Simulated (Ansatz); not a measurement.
ScRu3:

```
CELL_PARAMETERS angstrom
-1.94926 1.94926 4.02229
1.94926 -1.94926 4.02229
1.94926 1.94926 -4.02229
ATOMIC_POSITIONS crystal
Ru 0.50000 0.50000 0.00000
Ru 0.25000 0.75000 0.50000
Ru 0.75000 0.25000 0.50000
Sc 0.00000 0.00000 0.00000
```

The cell comes from a database or a generator and needn't be the stable form of this composition.

* Program: Ansatz 0.2.0
* Task: relaxation of cell and atoms
* Functional: r2SCAN
* Dispersion: D4
* Potentials or basis: Ansatz PAW
* Cutoff: 500 eV (not typed: the program's choice for these potentials)
* k mesh: 10 × 10 × 10
* Occupations: fermi-dirac, width 0.05 eV
* Spin: no spin polarisation

At the start: volume 15.28 Å³/atom.

Problem. How do energy, volume and symmetry change on relaxing?

Solution. It ends after 5 steps and the volume is 14.77 Å³/atom (-3.4 %); space group I4/mmm (No. 139, to 0.05 Å).

The path:
```tsv
step	energy change (eV)	largest force (eV/Å)	volume (Å³)
1	0.0000	0.0000	61.13
2	-0.0521	0.0000	59.20
3	-0.0532	0.0000	59.02
4	-0.0536	0.0000	59.06
5	-0.0522	0.0000	59.06
```

Final structure:
```cif
data_structure
_symmetry_space_group_name_H-M 'P 1'
_symmetry_Int_Tables_number 1
_cell_length_a 4.8530
_cell_length_b 4.8530
_cell_length_c 4.8530
_cell_angle_alpha 133.522
_cell_angle_beta 133.522
_cell_angle_gamma 67.836
_cell_volume 59.06
loop_
_atom_site_label
_atom_site_type_symbol
_atom_site_fract_x
_atom_site_fract_y
_atom_site_fract_z
_atom_site_occupancy
Ru1 Ru 0.50000 0.50000 0.00000 1
Ru2 Ru 0.25000 0.75000 0.50000 1
Ru3 Ru 0.75000 0.25000 0.50000 1
Sc1 Sc 0.00000 0.00000 0.00000 1
```

Caveat: the plane-wave basis is chosen anew once the cell has moved, so the energies of steps on either side of that aren't comparable; pairwise dispersion overbinds metals, which lowers pressure and volume; the PAW data sets come from PBE, with cores solved anew for the run's functional, which leaves a small shift of forces and pressure.
